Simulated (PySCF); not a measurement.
# MoH4 (triplet): basis, grid and Hamiltonian

Aim: see how much the energy and properties of MoH4 (triplet) depend on the numerical set-up.

Method: each script names its method and basis; program: PySCF 2.14.0.

## 1. The system as given

MoH4 (triplet): 5 atoms, charge 0, spin multiplicity 3.

Bond lengths: Mo1–H2 1.686 Å, Mo1–H3 1.686 Å, Mo1–H4 1.686 Å, Mo1–H5 1.686 Å. Angles: H2–Mo1–H3 109.5°, H2–Mo1–H4 109.5°, H2–Mo1–H5 109.5°, H3–Mo1–H4 109.5°, H3–Mo1–H5 109.5°, H4–Mo1–H5 109.5°.

Coordinates:

```
Mo    0.0000    0.0000    0.0000
H     1.3765    0.0000    0.9733
H    -1.3765    0.0000    0.9733
H     0.0000    1.3765   -0.9733
H     0.0000   -1.3765   -0.9734
```

## 2. The base run

input.py

```python
from pyscf import gto, scf, mp

mol = gto.M(
    atom='Mo 0 0 0; H 1.3765 0 0.9733; H -1.3765 0 0.9733; H 0 1.3765 -0.9733; H 0 -1.3765 -0.9734',
    basis='def2-svp',
    ecp={'Mo': 'def2-svp'},
    charge=0,
    spin=2,
    symmetry=True,
    verbose=3,
)
mf = scf.UHF(mol)
mf.level_shift = 0.3
mf = mf.newton()
mf.kernel()
mp.MP2(mf).kernel()
mf.dip_moment()
print('orbital energies (hartree):', [e[max(0, n-3):n+3].round(4) for e, n in zip(mf.mo_energy, mol.nelec)])
```

Command:

```
$ OMP_NUM_THREADS=1 python input.py
```

The log of this run is left out.

It gives: E(SCF) = -69.736046 Eh, E(MP2) − E(SCF) = -0.32503 Eh, ⟨S²⟩ = 2.107, μ = 0.00 D (of the SCF density).

No search for the lowest state was made; open d or f shells can end in a higher solution. The triplet is typed in the script; nothing here shows that it is the ground state.

## 3. Density fitting def2-universal-jkfit

Variant 1 changes density fitting: none → def2-universal-jkfit.

input.py

```python
from pyscf import gto, scf, mp

mol = gto.M(
    atom='Mo 0 0 0; H 1.3765 0 0.9733; H -1.3765 0 0.9733; H 0 1.3765 -0.9733; H 0 -1.3765 -0.9734',
    basis='def2-svp',
    ecp={'Mo': 'def2-svp'},
    charge=0,
    spin=2,
    symmetry=True,
    verbose=3,
)
mf = scf.UHF(mol)
mf = mf.density_fit(auxbasis='def2-universal-jkfit')
mf.level_shift = 0.3
mf = mf.newton()
mf.kernel()
mp.MP2(mf).kernel()
mf.dip_moment()
print('orbital energies (hartree):', [e[max(0, n-3):n+3].round(4) for e, n in zip(mf.mo_energy, mol.nelec)])
```

Command:

```
$ OMP_NUM_THREADS=1 python input.py
```

## 4. Core potential off

Variant 2 changes core potential: on → off. The core potential changes with it: totals don't compare.

input.py, as its differences from that of step 2:

```diff
@@ -5,3 +5,2 @@
     basis='def2-svp',
-    ecp={'Mo': 'def2-svp'},
     charge=0,
```

Q: Predict the outcome of this session. Wanted: for each run, E(SCF); from base; gap, α spin; SCF dipole; after the SCF.

As calculated:

```csv
run,E(SCF) (hartree),from base (eV),"gap, α spin (eV)",SCF dipole (D),functions,after the SCF
base,-69.736046,0,n/a,0.00,51,MP2 correlation -8.845 eV
density fitting def2-universal-jkfit,-69.736058,-0.0003,n/a,0.00,51,MP2 correlation -8.837 eV
core potential off (poor choice),-831.284313,not comparable,8.73,0.60,51,MP2 correlation -3.133 eV
```

**Reading.** Rows marked «poor choice» come from settings spoiled on purpose.
